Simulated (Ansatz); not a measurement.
BF2H4NSi, SMILES FB(F)N[SiH3]: vertical spin-state energies, run with Ansatz 0.2.0, Python API.

`spin_bf2h4nsi.py`
```python
"""Gap between spin states of BF2H4NSi at one geometry."""

import ansatz
from ase import Atoms


def main() -> None:
    atoms = Atoms(["F", "B", "F", "N", "Si", "H", "H", "H", "H"], positions=[
        (2.2877, -0.824, 1.0294),
        (1.2296, -0.7845, -0.0214),
        (0.9026, -2.0091, -0.7349),
        (0.6659, 0.537, -0.47),
        (-1.1515, 0.4317, -0.0888),
        (0.9937, 1.3047, 0.1224),
        (-1.7719, 1.7103, -0.4342),
        (-1.7427, -0.6391, -0.8334),
        (-1.3249, 0.2267, 1.4138),
    ])
    molecule = ansatz.Crystal.molecule_from_ase(atoms)

    base = (
        molecule.calculation()
        .basis(gaussian="cc-pVDZ")
        .functional("b3lyp")
    )
    found = {}
    for unpaired in [0, 2, 4]:
        data = base.spin("collinear", total=unpaired).run(threads=1).report
        s = unpaired / 2
        found[unpaired] = data["free_energy_ev"]
        print(f"2S+1 = {unpaired + 1}: E = {found[unpaired]:.5f} eV, <S^2> = {abs(data['mean_field']['state']['spin_squared']):.3f} (pure state {s * (s + 1):.2f})")
    lowest = min(found, key=found.get)
    for unpaired, e in found.items():
        print(f"multiplicity {unpaired + 1}: {(e - found[lowest]):.3f} eV above the lowest")


if __name__ == "__main__":
    main()
```

Which spin state is lowest at this geometry, and how far above lie the others?

In order: multiplicity 1 (+0.00 eV), multiplicity 3 (+6.12 eV) and multiplicity 5 (+13.94 eV), all at the one geometry.

What the script printed:

Output of `python spin_bf2h4nsi.py`:
```text
2S+1 = 1: E = -15547.18468 eV, <S^2> = 0.000 (pure state 0.00)
2S+1 = 3: E = -15541.06212 eV, <S^2> = 2.006 (pure state 2.00)
2S+1 = 5: E = -15533.24455 eV, <S^2> = 6.008 (pure state 6.00)
multiplicity 1: 0.000 eV above the lowest
multiplicity 3: 6.123 eV above the lowest
multiplicity 5: 13.940 eV above the lowest
```

What to keep in mind:
- Total energies depend on the basis set; only differences at equal settings carry meaning.
- The geometry is a force-field or estimated start, not a minimum of this method, and the basis set is short of its limit. All parts are taken at fixed geometry, without zero-point energy.
- b3lyp holds the VWN-RPA fit, as in Gaussian; the form of ORCA and Turbomole is b3lyp5.
- Run time: 24 s on 1 thread of Intel(R) Xeon(R) 6975P-C (Granite Rapids), on a shared host, peak memory 0.4 GiB.

(Lines on the test bed's own set-up are left out of the output.)
